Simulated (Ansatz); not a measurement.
CrN2 under changes of volume

One of the cells (8.708 Å³/atom); the others are scaled copies at fixed shape and fractional positions:

```
Cr N
1.0
     3.90179    0.00000    0.00000
     0.00000    4.80951    0.00000
     0.00000    0.00000    2.78417
Cr N
2 4
Cartesian
  0.0000 0.0000 0.0000
  1.9509 2.4048 1.3921
  3.3796 2.8317 0.0000
  0.5222 1.9778 0.0000
  1.4287 4.3825 1.3921
  2.4731 0.4270 1.3921
```

The cell comes from a database or a generator and needn't be the stable form of this composition.

```yaml
Program: Ansatz 0.2.0
Functional: PBEsol
Potentials_or_basis: Ansatz PAW
Cutoff: "420 eV (not typed: the program's choice for these potentials)"
k_mesh: 7 × 6 × 10
Occupations: fermi-dirac, width 0.05 eV
Spin: collinear spin, ferromagnetic start
Starting_moments: "[3.0, 3.0, 0.0, 0.0, 0.0, 0.0] μB"
```

| volume (Å³/atom) | energy over the lowest point (meV/atom) | pressure (GPa) | moment (μB per cell) | largest force (eV/Å) |
| --- | --- | --- | --- | --- |
| 8.185 | 4.49 | 7.5 | 4.18 | 0.753 |
| 8.359 | 0.00 | 0.9 | 4.19 | 0.494 |
| 8.534 | ? | ? | ? | ? |
| 8.708 | 10.37 | -10.1 | 4.23 | 0.064 |
| 8.882 | 23.88 | -14.7 | 4.26 | 0.214 |
| 9.056 | 42.15 | -18.8 | 4.28 | 0.415 |
| 9.230 | 64.58 | -22.4 | 4.31 | 0.609 |

Task: What does the run at 8.534 Å³/atom give?

Result: Energy over the lowest point 2.18 meV/atom; pressure -4.9 GPa; moment 4.21 μB per cell; largest force 0.252 eV/Å.

Worked out: A Birch-Murnaghan fit of order 3 (a polynomial in V^(-2/3)) to the other rows has its minimum at 8.39 Å³/atom with B0 = V·E''(V) = 292 GPa and B' = 4.6 at fixed shape and positions, which overstates the stiffness. It gives 2.20 meV/atom at 8.534 Å³/atom, against the run's 2.18, and -dE/dV = -4.9 GPa, against -4.9. A parabola through the other rows of the moment, of slope 0.111 μB per Å³/atom there, gives 4.21 μB, against the run's 4.21.

Energies are extrapolated to zero smearing.

Caveats: only a ferromagnetic start was run, and an antiferromagnetic order may lie lower in energy; the PAW data sets come from PBE, with cores solved anew for the run's functional, which leaves a small shift of forces and pressure.
